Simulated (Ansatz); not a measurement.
Working through a convergence test of the plane-wave cutoff of In, space group Im-3m

Computed with Ansatz 0.2.0, Python API.

Notebook, run cell by cell (the value of a cell's last expression is shown):

**Cell 1**
```python
import ansatz
from tabulate import tabulate
```

**Cell 2**
```python
cell = (
    ansatz.Lattice.bcc(3.76505)
    .space_group(229)
    .atom('In', (0.0, 0.0, 0.0))
    .primitive()
)
```

**Cell 3**
```python
job = (
    cell.calculation()
    .eigensolver('davidson', full_accuracy=True)
    .functional('lda')
    .occupations(ansatz.OccupationsMethod.FERMI_DIRAC)
    .kpoints(7, shift=0.5)
)
```

**Cell 4**
```python
rows = []
for value in [250, 300, 350, 400, 450]:
    r = job.basis(value).run(threads=1).report
    rows.append((value, r['free_energy_ev'] / len(r['lattice']['sites']), r['n_iterations'], r['n_pw']))
```
Output:
```text
DeckWarning: basis.ecutwfc = 250 eV is below the records' recommended 420 eV, and the density's cutoff is lower with it unless basis.ecutrho_ratio is high enough to keep the records' density cutoff: compare with a run at a higher cutoff
DeckWarning: basis.ecutwfc = 300 eV is below the records' recommended 420 eV, and the density's cutoff is lower with it unless basis.ecutrho_ratio is high enough to keep the records' density cutoff: compare with a run at a higher cutoff
DeckWarning: basis.ecutwfc = 350 eV is below the records' recommended 420 eV, and the density's cutoff is lower with it unless basis.ecutrho_ratio is high enough to keep the records' density cutoff: compare with a run at a higher cutoff
DeckWarning: basis.ecutwfc = 400 eV is below the records' recommended 420 eV, and the density's cutoff is lower with it unless basis.ecutrho_ratio is high enough to keep the records' density cutoff: compare with a run at a higher cutoff
```

**Cell 5**
```python
print(tabulate(rows, headers=['cutoff (eV)', 'F/atom (eV)', 'iterations', 'plane waves'], floatfmt='.4f', tablefmt='github'))
```
Output:
```text
|   cutoff (eV) |   F/atom (eV) |   iterations |   plane waves |
|---------------|---------------|--------------|---------------|
|           250 |    -5456.2133 |            6 |           225 |
|           300 |    -5457.0914 |            6 |           321 |
|           350 |    -5457.1551 |            6 |           381 |
|           400 |    -5457.1570 |            6 |           459 |
|           450 |    -5457.1575 |            6 |           603 |
```

**Cell 6**
```python
# the last row is the reference
for row in rows[:-1]:
    shift = 1000 * (row[1] - rows[-1][1])
    print(f'{row[0]}: {shift:+.2f} meV/atom' + ('  (within 1 meV)' if abs(shift) < 1 else ''))
```
Output:
```text
250: +944.29 meV/atom
300: +66.13 meV/atom
350: +2.45 meV/atom
400: +0.57 meV/atom  (within 1 meV)
```

From 400 eV on it stays within 1 meV an atom of the value at 450 eV; the first row (250 eV) is off by 944.3 meV and the last but one by 0.57 meV. The energy falls steadily, as expected when plane waves are added.

Caveats:
- The mesh is modest for a metal, so energies can be off by several to tens of meV an atom and pressures by half a GPa or more; differences at equal mesh fare better.
- This isn't the structure that In takes at ambient conditions.
- Warnings are shown shortened and without file and line.
- Shifts are counted from the last row, which is itself no proven limit.
- Finished in 3.6 s on 1 thread of Arm Neoverse V1, with other jobs on the host, peak memory 0.31 GiB.
